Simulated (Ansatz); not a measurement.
# AsH4+ (singlet): RPA-PBE over a scan of the scale of all distances, 6-31G

Aim: run AsH4+ (singlet) with these functionals over a scan of the scale of all distances, and hold them against the top wave-function level at the same points.

Method: 6-31G, all electrons in the functionals, frozen cores in the correlation of double hybrids and RPA; program: Ansatz 0.2.0, Gaussian basis.

Plan: RPA-PBE, at 0.881; 1.000; 1.105; 1.311; 1.489; 1.723; 2.006; 2.382.

17 further runs of the same task are left out: 14 that didn't finish, 3 set aside as unsound or not needed.

**1. What is computed**

The geometry derives from a PBE0/def2-TZVP stationary point (not a proven minimum). All distances are scaled together. No spin-orbit coupling is included. The filled d shell of As may be among the frozen orbitals whatever the setting's name suggests; the logs give the count.

5 atoms, charge 1, spin multiplicity 1.

Atoms are counted from 1 here; the program's logs count them from 0.

Bond lengths: As1–H2 1.490 Å, As1–H3 1.490 Å, As1–H4 1.490 Å, As1–H5 1.490 Å. Angles: H2–As1–H3 109.5°, H2–As1–H4 109.5°, H2–As1–H5 109.5°, H3–As1–H4 109.5°, H3–As1–H5 109.5°, H4–As1–H5 109.5°.

No dispersion term is added.

The geometry shown and the zero of energy belong to the point 1.000. The yardstick, FCI, and other wave-function levels (R restricted, U unrestricted, valence and pair active spaces) come from earlier runs.

**2. RPA-PBE, 0.881**

in.yaml

```yaml
crystal:
  periodic: [false, false, false]
  atoms:
    - {symbol: As, position_ang: [0.000000, 0.000000, 0.000000]}
    - {symbol: H, position_ang: [0.756846, 0.759244, 0.757776]}
    - {symbol: H, position_ang: [-0.759938, -0.755796, 0.758129]}
    - {symbol: H, position_ang: [-0.755971, 0.756664, -0.761223]}
    - {symbol: H, position_ang: [0.759063, -0.760112, -0.754682]}
basis:
  gaussian: {orbitals: 6-31G}
total_charge: 1
hamiltonian: {xc: {name: PBE}}
correlation: {method: rpa, electrons: outside_noble_gas}
```

Launch:

```sh
$ ansatz run in.yaml --threads 1 --pin off --events-out ev --progress --plain --max-ram 2393MiB
```

Log:

```text
Functional definition: PBE
  name "PBE"
  cite "Perdew, Burke & Ernzerhof, Phys. Rev. Lett. 77, 3865 (1996) doi:10.1103/PhysRevLett.77.3865"
  parent pbe
  parameter kappa = 0.804
  parameter beta = 0.06672455060314922
  exchange = pbe_x(kappa = kappa, mu = beta*pi^2/3)
  correlation = pbe_c(beta = beta)
378 factors; integrals over basis functions are off by at most 5.2e-4 eV
mean field evaluation 1: about -60875.6770 eV, gradient 1.3e1 eV
mean field evaluation 2: about -60875.6595 eV, gradient 1.3e1 eV
mean field evaluation 4: about -60876.3487 eV, gradient 3.4e0 eV
mean field evaluation 8: about -60876.3569 eV, gradient 5.6e-4 eV
mean field -60876.35690751 eV, -2237.1648528742 hartree, gradient 7.2e-6 eV, S^2 0.000000; 0 other end points of the search recorded, 0 dependent functions left out
14 core orbitals not correlated: weight in the atoms' cores, before any rotation towards them, 0.997 or more for the frozen orbitals, at most 0.001 for the correlated occupied ones
reference -60838.78150552 eV, -2235.7839823206 hartree; 4, 4 occupied and 19, 19 virtual orbitals, 378 factors
Total energy: -60842.42124593 eV, -2235.9177403136 hartree
```

Wall time 0.72 s (1 thread of Arm Neoverse V2, shared host).

**3. RPA-PBE, 1.000**

in.yaml

```yaml
crystal:
  periodic: [false, false, false]
  atoms:
    - {symbol: As, position_ang: [0.000000, 0.000000, 0.000000]}
    - {symbol: H, position_ang: [0.859076, 0.861798, 0.860132]}
    - {symbol: H, position_ang: [-0.862586, -0.857884, 0.860532]}
    - {symbol: H, position_ang: [-0.858082, 0.858870, -0.864044]}
    - {symbol: H, position_ang: [0.861592, -0.862784, -0.856620]}
basis:
  gaussian: {orbitals: 6-31G}
total_charge: 1
hamiltonian: {xc: {name: PBE}}
correlation: {method: rpa, electrons: outside_noble_gas}
```

The command is unchanged.

Log:

```text
Functional definition: PBE
  name "PBE"
  cite "Perdew, Burke & Ernzerhof, Phys. Rev. Lett. 77, 3865 (1996) doi:10.1103/PhysRevLett.77.3865"
  parent pbe
  parameter kappa = 0.804
  parameter beta = 0.06672455060314922
  exchange = pbe_x(kappa = kappa, mu = beta*pi^2/3)
  correlation = pbe_c(beta = beta)
378 factors; integrals over basis functions are off by at most 3.5e-4 eV
mean field evaluation 1: about -60877.5411 eV, gradient 1.3e1 eV
mean field evaluation 2: about -60877.5278 eV, gradient 1.3e1 eV
mean field evaluation 4: about -60878.1933 eV, gradient 2.8e0 eV
mean field evaluation 8: about -60878.1974 eV, gradient 3.2e-4 eV
mean field -60878.19740352 eV, -2237.2324898549 hartree, gradient 1.1e-6 eV, S^2 0.000000; 0 other end points of the search recorded, 0 dependent functions left out
14 core orbitals not correlated: weight in the atoms' cores, before any rotation towards them, 0.998 or more for the frozen orbitals, at most 0.001 for the correlated occupied ones
reference -60840.30943797 eV, -2235.8401328024 hartree; 4, 4 occupied and 19, 19 virtual orbitals, 378 factors
Total energy: -60844.39503420 eV, -2235.9902756945 hartree
```

It took 0.72 s on 1 thread of Arm Neoverse V2, shared host.

**4. RPA-PBE, 1.105**

in.yaml

```yaml
crystal:
  periodic: [false, false, false]
  atoms:
    - {symbol: As, position_ang: [0.000000, 0.000000, 0.000000]}
    - {symbol: H, position_ang: [0.949279, 0.952287, 0.950446]}
    - {symbol: H, position_ang: [-0.953158, -0.947962, 0.950888]}
    - {symbol: H, position_ang: [-0.948181, 0.949051, -0.954769]}
    - {symbol: H, position_ang: [0.952059, -0.953376, -0.946565]}
basis:
  gaussian: {orbitals: 6-31G}
total_charge: 1
hamiltonian: {xc: {name: PBE}}
correlation: {method: rpa, electrons: outside_noble_gas}
```

Launched as before.

Log:

```text
Functional definition: PBE
  name "PBE"
  cite "Perdew, Burke & Ernzerhof, Phys. Rev. Lett. 77, 3865 (1996) doi:10.1103/PhysRevLett.77.3865"
  parent pbe
  parameter kappa = 0.804
  parameter beta = 0.06672455060314922
  exchange = pbe_x(kappa = kappa, mu = beta*pi^2/3)
  correlation = pbe_c(beta = beta)
378 factors; integrals over basis functions are off by at most 2.7e-4 eV
mean field evaluation 1: about -60876.7795 eV, gradient 1.4e1 eV
mean field evaluation 2: about -60876.7672 eV, gradient 1.4e1 eV
mean field evaluation 4: about -60877.5924 eV, gradient 2.3e0 eV
mean field evaluation 8: about -60877.5979 eV, gradient 3.1e-4 eV
mean field -60877.59785451 eV, -2237.2104568352 hartree, gradient 3.9e-6 eV, S^2 0.000000; 0 other end points of the search recorded, 0 dependent functions left out
14 core orbitals not correlated: weight in the atoms' cores, before any rotation towards them, 0.999 or more for the frozen orbitals, at most 0.000 for the correlated occupied ones
reference -60839.26029425 eV, -2235.8015774818 hartree; 4, 4 occupied and 19, 19 virtual orbitals, 378 factors
Total energy: -60843.84443786 eV, -2235.9700416522 hartree
```

Run time: 0.72 s. Hardware: 1 thread of Arm Neoverse V2, shared host.

From 1.000: +53.1 kJ/mol.

**5. RPA-PBE, 1.311**

in.yaml

```yaml
crystal:
  periodic: [false, false, false]
  atoms:
    - {symbol: As, position_ang: [0.000000, 0.000000, 0.000000]}
    - {symbol: H, position_ang: [1.126249, 1.129817, 1.127633]}
    - {symbol: H, position_ang: [-1.130850, -1.124686, 1.128157]}
    - {symbol: H, position_ang: [-1.124946, 1.125978, -1.132762]}
    - {symbol: H, position_ang: [1.129548, -1.131109, -1.123029]}
basis:
  gaussian: {orbitals: 6-31G}
total_charge: 1
hamiltonian: {xc: {name: PBE}}
correlation: {method: rpa, electrons: outside_noble_gas}
```

Same command.

Log:

```text
Functional definition: PBE
  name "PBE"
  cite "Perdew, Burke & Ernzerhof, Phys. Rev. Lett. 77, 3865 (1996) doi:10.1103/PhysRevLett.77.3865"
  parent pbe
  parameter kappa = 0.804
  parameter beta = 0.06672455060314922
  exchange = pbe_x(kappa = kappa, mu = beta*pi^2/3)
  correlation = pbe_c(beta = beta)
386 factors; integrals over basis functions are off by at most 2.2e-4 eV
mean field evaluation 1: about -60872.5935 eV, gradient 2.0e1 eV
mean field evaluation 2: about -60872.5862 eV, gradient 2.0e1 eV
mean field evaluation 4: about -60874.3459 eV, gradient 2.7e0 eV
mean field evaluation 8: about -60874.3611 eV, gradient 2.6e-3 eV
mean field -60874.36108275 eV, -2237.0915076673 hartree, gradient 4.9e-6 eV, S^2 0.000000; 0 other end points of the search recorded, 0 dependent functions left out
14 core orbitals not correlated: weight in the atoms' cores, before any rotation towards them, 1.000 or more for the frozen orbitals, at most 0.000 for the correlated occupied ones
reference -60834.91862781 eV, -2235.6420241832 hartree; 4, 4 occupied and 19, 19 virtual orbitals, 386 factors
Total energy: -60840.71309682 eV, -2235.8549669918 hartree
```

Run time: 0.72 s. Hardware: 1 thread of Arm Neoverse V2, shared host.

From 1.000: +355.3 kJ/mol.

**6. RPA-PBE, 1.489**

in.yaml

```yaml
crystal:
  periodic: [false, false, false]
  atoms:
    - {symbol: As, position_ang: [0.000000, 0.000000, 0.000000]}
    - {symbol: H, position_ang: [1.279164, 1.283217, 1.280737]}
    - {symbol: H, position_ang: [-1.284391, -1.277389, 1.281332]}
    - {symbol: H, position_ang: [-1.277685, 1.278857, -1.286562]}
    - {symbol: H, position_ang: [1.282911, -1.284685, -1.275507]}
basis:
  gaussian: {orbitals: 6-31G}
total_charge: 1
magnetization: {spin_polarized: true, initial_magnetization: 0}
hamiltonian: {xc: {name: PBE}}
correlation: {method: rpa, electrons: outside_noble_gas}
```

Same command.

Log (excerpt; [...] marks lines left out):

```text
Functional definition: PBE
  name "PBE"
  cite "Perdew, Burke & Ernzerhof, Phys. Rev. Lett. 77, 3865 (1996) doi:10.1103/PhysRevLett.77.3865"
  parent pbe
[...]
390 factors; integrals over basis functions are off by at most 3.1e-4 eV
[...]
mean field -60871.32165804 eV, -2236.9798108694 hartree, gradient 1.3e-6 eV, S^2 0.000000; 2 other end points of the search recorded, 0 dependent functions left out
14 core orbitals not correlated: weight in the atoms' cores, before any rotation towards them, 1.000 or more for the frozen orbitals, at most 0.000 for the correlated occupied ones
reference -60830.85925536 eV, -2235.4928449973 hartree; 4, 4 occupied and 19, 19 virtual orbitals, 390 factors
Total energy: -60837.90363395 eV, -2235.7517211355 hartree
```

Run time: 1.3 s. Hardware: 1 thread of Arm Neoverse V2, shared host.

From the report: ⟨S²⟩ of the determinant 0.000 (pure singlet: 0.00).

From 1.000: +626.3 kJ/mol.

**7. RPA-PBE, 1.723**

in.yaml

```yaml
crystal:
  periodic: [false, false, false]
  atoms:
    - {symbol: As, position_ang: [0.000000, 0.000000, 0.000000]}
    - {symbol: H, position_ang: [1.480188, 1.484878, 1.482008]}
    - {symbol: H, position_ang: [-1.486236, -1.478134, 1.482697]}
    - {symbol: H, position_ang: [-1.478476, 1.479832, -1.488748]}
    - {symbol: H, position_ang: [1.484524, -1.486576, -1.475956]}
basis:
  gaussian: {orbitals: 6-31G}
total_charge: 1
magnetization: {spin_polarized: true, initial_magnetization: 0}
hamiltonian: {xc: {name: PBE}}
correlation: {method: rpa, electrons: outside_noble_gas}
```

Same command.

Log (excerpt; [...] marks lines left out):

```text
Functional definition: PBE
  name "PBE"
  cite "Perdew, Burke & Ernzerhof, Phys. Rev. Lett. 77, 3865 (1996) doi:10.1103/PhysRevLett.77.3865"
  parent pbe
[...]
390 factors; integrals over basis functions are off by at most 3.9e-4 eV
[...]
mean field -60868.14593261 eV, -2236.8631051124 hartree, gradient 3.2e-6 eV, S^2 1.028963; 16 other end points of the search recorded, 0 dependent functions left out
14 core orbitals not correlated: weight in the atoms' cores, before any rotation towards them, 1.000 or more for the frozen orbitals, at most 0.000 for the correlated occupied ones
reference -60828.62995757 eV, -2235.4109198143 hartree; 4, 4 occupied and 19, 19 virtual orbitals, 390 factors
Total energy: -60834.83966251 eV, -2235.6391222620 hartree
```

It took 11 s on 1 thread of Arm Neoverse V2, shared host.

From the report: ⟨S²⟩ of the determinant 1.029 (pure singlet: 0.00). The determinant is far from a pure spin state, so its energy mixes those of several spin states (harmless only where they are near-degenerate, as at dissociation).

From 1.000: +922.0 kJ/mol.

**8. RPA-PBE, 2.006**

in.yaml

```yaml
crystal:
  periodic: [false, false, false]
  atoms:
    - {symbol: As, position_ang: [0.000000, 0.000000, 0.000000]}
    - {symbol: H, position_ang: [1.723307, 1.728767, 1.725425]}
    - {symbol: H, position_ang: [-1.730348, -1.720915, 1.726227]}
    - {symbol: H, position_ang: [-1.721313, 1.722892, -1.733273]}
    - {symbol: H, position_ang: [1.728354, -1.730744, -1.718380]}
basis:
  gaussian: {orbitals: 6-31G}
total_charge: 1
magnetization: {spin_polarized: true, initial_magnetization: 0}
hamiltonian: {xc: {name: PBE}}
correlation: {method: rpa, electrons: outside_noble_gas}
```

Same command.

Log (excerpt; [...] marks lines left out):

```text
Functional definition: PBE
  name "PBE"
  cite "Perdew, Burke & Ernzerhof, Phys. Rev. Lett. 77, 3865 (1996) doi:10.1103/PhysRevLett.77.3865"
  parent pbe
[...]
394 factors; integrals over basis functions are off by at most 4.1e-4 eV
[...]
mean field -60866.62374082 eV, -2236.8071655957 hartree, gradient 7.7e-7 eV, S^2 2.374083; 20 other end points of the search recorded, 0 dependent functions left out
14 core orbitals not correlated: weight in the atoms' cores, before any rotation towards them, 1.000 or more for the frozen orbitals, at most 0.000 for the correlated occupied ones
reference -60829.82570670 eV, -2235.4548627845 hartree; 4, 4 occupied and 19, 19 virtual orbitals, 394 factors
Total energy: -60833.52080326 eV, -2235.5906550784 hartree
```

It took 13 s on 1 thread of Arm Neoverse V2, shared host.

From the report: ⟨S²⟩ of the determinant 2.374 (pure singlet: 0.00). The determinant is far from a pure spin state, so its energy mixes those of several spin states (harmless only where they are near-degenerate, as at dissociation).

From 1.000: +1049.2 kJ/mol.

**9. RPA-PBE, 2.382**

in.yaml

```yaml
crystal:
  periodic: [false, false, false]
  atoms:
    - {symbol: As, position_ang: [0.000000, 0.000000, 0.000000]}
    - {symbol: H, position_ang: [2.046319, 2.052803, 2.048835]}
    - {symbol: H, position_ang: [-2.054680, -2.043479, 2.049787]}
    - {symbol: H, position_ang: [-2.043952, 2.045827, -2.058153]}
    - {symbol: H, position_ang: [2.052313, -2.055150, -2.040469]}
basis:
  gaussian: {orbitals: 6-31G}
total_charge: 1
magnetization: {spin_polarized: true, initial_magnetization: 0}
hamiltonian: {xc: {name: PBE}}
correlation: {method: rpa, electrons: outside_noble_gas}
```

Same command.

Log (excerpt; [...] marks lines left out):

```text
Functional definition: PBE
  name "PBE"
  cite "Perdew, Burke & Ernzerhof, Phys. Rev. Lett. 77, 3865 (1996) doi:10.1103/PhysRevLett.77.3865"
  parent pbe
[...]
390 factors; integrals over basis functions are off by at most 5.1e-4 eV
[...]
mean field -60865.91033952 eV, -2236.7809485816 hartree, gradient 5.7e-6 eV, S^2 2.763422; 24 other end points of the search recorded, 0 dependent functions left out
14 core orbitals not correlated: weight in the atoms' cores, before any rotation towards them, 1.000 or more for the frozen orbitals, at most 0.000 for the correlated occupied ones
reference -60829.58628343 eV, -2235.4460641416 hartree; 4, 4 occupied and 19, 19 virtual orbitals, 390 factors
Total energy: -60833.19797449 eV, -2235.5787913399 hartree
```

It took 13 s on 1 thread of Arm Neoverse V2, shared host.

From the report: ⟨S²⟩ of the determinant 2.763 (pure singlet: 0.00). The determinant is far from a pure spin state, so its energy mixes those of several spin states (harmless only where they are near-degenerate, as at dissociation).

From 1.000: +1080.4 kJ/mol.

**10. Against the wave-function levels**

The yardstick is full CI for this spin, exact in this basis with these frozen cores. It comes from earlier runs at the same points. Energies in kJ/mol, counted from 1.000; blanks weren't run or aren't comparable.

```tsv
level	0.881	1.000	1.105	1.311	1.489	1.723	2.006	2.382
FCI	180.3	0.0	60.5	370.8	638.5	879.0	1017.1	1073.5
RPA-PBE	190.4	0.0	53.1	355.3	626.3	922.0	1049.2	1080.4
```

Largest miss and mean time a point (FCI took 96 s a point; shared hosts):

```tsv
level	largest miss (kJ/mol)	where	time a point
RPA-PBE	+43.0	1.723	5.1 s
```

**11. What came out**

```
             quantity                 value
span of the FCI curve         1073.5 kJ/mol
largest miss, RPA-PBE  +43.0 kJ/mol (1.723)
```

What this shows: RPA-PBE strays by up to 43.0 kJ/mol, at 1.723. RPA-PBE clearly breaks the spin symmetry at some points (⟨S²⟩ up to 2.76 above the pure value), so energy there is bought with a mixed spin. Functionals and the yardstick converge differently with the basis, so part of each miss in 6-31G is the basis.
